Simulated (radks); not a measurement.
**K²⁺ with its nuclear charge varied continuously**

One table from this session's results is given with a row withheld; the runs are named, their logs left out.

Program: radks (a radial shooting solver on a logarithmic mesh, Libxc functionals) version 1. Level of theory: Dirac Kohn-Sham, PBE, spin-unpolarised, spherical densities, finite nucleus; open shells are shared between the two j in proportion to 2j + 1. These are calculated values, not measurements, unless marked.

## What is computed

* element: potassium (Z = 19)
* charge: +2
* electrons: 17
* configuration: [Ne] 3s2 3p5
* nuclear rms radius: 3.4349 fm

Outer shells as boxes (Hund's rule):

K²⁺
```
[Ne] core
3s [↑↓]
3p [↑↓][↑↓][↑ ]
```

The first run:

The run's settings:

```text
Z 19
configuration [Ne] 3s2 3p5
relativity Dirac
functional pbe,pbe
spin unpolarised
j_filling average
nucleus finite rms 3.4349 fm
c 137.035999084
```

Among the steps run: Z = 19.

One table of the session follows, with a row left open; its other results are not shown here.

It belongs to the step «Z = 19». Sizes of the orbitals, from the radial functions (bohr):

```
level      <r>  outermost maximum (interpolated)  90 % within  nodes
1s1/2  0.08105                            0.0530        0.145      0
2s1/2   0.3873                             0.318        0.604      1
2p1/2   0.3486                             0.261        0.576      0
2p3/2        ?                                 ?            ?      ?
3s1/2    1.234                              1.07         1.85      2
3p1/2    1.350                              1.13         2.07      1
3p3/2    1.357                              1.13         2.08      1
```

**Question.** Estimate the row for 2p3/2.

**Answer.** <r>: 0.3510; outermost maximum (interpolated): 0.263; 90 % within: 0.580; nodes: 0. In the column «<r>» it lies between 2p1/2 (0.3486) and 2s1/2 (0.3873).
